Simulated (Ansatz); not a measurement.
# Li: response to strain

Aim: deform Li (equal xx and yy strain of -1 %) and compute stress, forces and field gradients with LAPW, PAW and all-electron datasets made for the crystal.

Method: DFT PBEsol, scalar-relativistic, in Ansatz 0.2.0.

**1. Starting point**

It takes space group Fm-3m (No. 225, cubic). The conventional cell has a = 4.404 Å, b = 4.404 Å, c = 4.404 Å, α = 90.00°, β = 90.00°, γ = 90.00°. Around Li (site symmetry m-3m) lie 12 Li at 3.11 Å.

As a file:

```
Li
1.0
     0.00000    2.20200    2.20200
     2.20200    0.00000    2.20200
     2.20200    2.20200    0.00000
Li
1
Direct
  0.00000 0.00000 0.00000
```

**2. The deformed structure**

Space group Fm-3m before, I4/mmm after.

**3. Full-potential LAPW**

Contents of input.yaml:

```yaml
crystal:
  lattice:
    - [0.0, 2.17998, 2.202]
    - [2.17998, 0.0, 2.202]
    - [2.17998, 2.17998, 0.0]
  atoms:
    - { symbol: Li, position: [0.0, 0.0, 0.0] }
kpoints:
  mp_grid: { grid: [13, 13, 13] }
  band_path:
    path:
      - [0.0, 0.0, 0.0]
      - [0.0, 0.5, 0.5]
      - [0.25, 0.75, 0.5]
      - [0.0, 0.5, 0.0]
      - [0.0, 0.0, 0.0]
      - [0.5, 0.5, 0.0]
      - [0.3725125, 0.6274875, 0.0]
      - [-0.3725125, 0.3725125, 0.0]
      - [0.0, 0.0, 0.0]
    npoints: 5
scf:
  occupations: { method: fermi_dirac, width: 0.08 }
hamiltonian:
  xc: pbesol
  pseudopotentials: { kind: all_electron, lapw: { basis_error: 0.00025 } }
output:
  forces: true
  stress: true
  eigenvalues: true
```

On the command line:

```sh
ansatz run input.yaml --threads 1 --pin off --max-ram 3072MiB --backend cpu --events-out ev --progress --plain --runs-dir out
```

**4. PAW on the default files**

Contents of input.yaml:

```yaml
crystal:
  lattice:
    - [0.0, 2.17998, 2.202]
    - [2.17998, 0.0, 2.202]
    - [2.17998, 2.17998, 0.0]
  atoms:
    - { symbol: Li, position: [0.0, 0.0, 0.0] }
kpoints:
  mp_grid: { grid: [13, 13, 13] }
scf:
  occupations: { method: fermi_dirac, width: 0.08 }
hamiltonian:
  xc: pbesol
  pseudopotentials: { kind: paw }
output:
  forces: true
  stress: true
  eigenvalues: true
  efg: { contact_densities: true }
```

**5. Datasets made for this crystal**

input.yaml: that of step 4 with these lines changed.

```diff
@@ -13,3 +13,3 @@
   xc: pbesol
-  pseudopotentials: { kind: paw }
+  pseudopotentials: { kind: all_electron, datasets: crystal }
 output:
```

(Steps that only read results are left out.)

What does the calculation give? Wanted: pressure; largest shear or deviatoric stress.

**Answer**, as computed:

```
                                 quantity                                              value
                                 pressure  LAPW -0.44, PAW -0.44, crystal datasets -0.44 GPa
largest shear or deviatoric stress (LAPW)                                           0.00 GPa
```

In words: The largest part of the stress beyond the pressure is 0.00 GPa in size, in the zz component. No run of the undeformed cell stands beside it, so the pressure holds what the given cell had before the change. PAW: stress within 0.01 GPa of LAPW. Crystal datasets: stress within 0.01 GPa of LAPW.
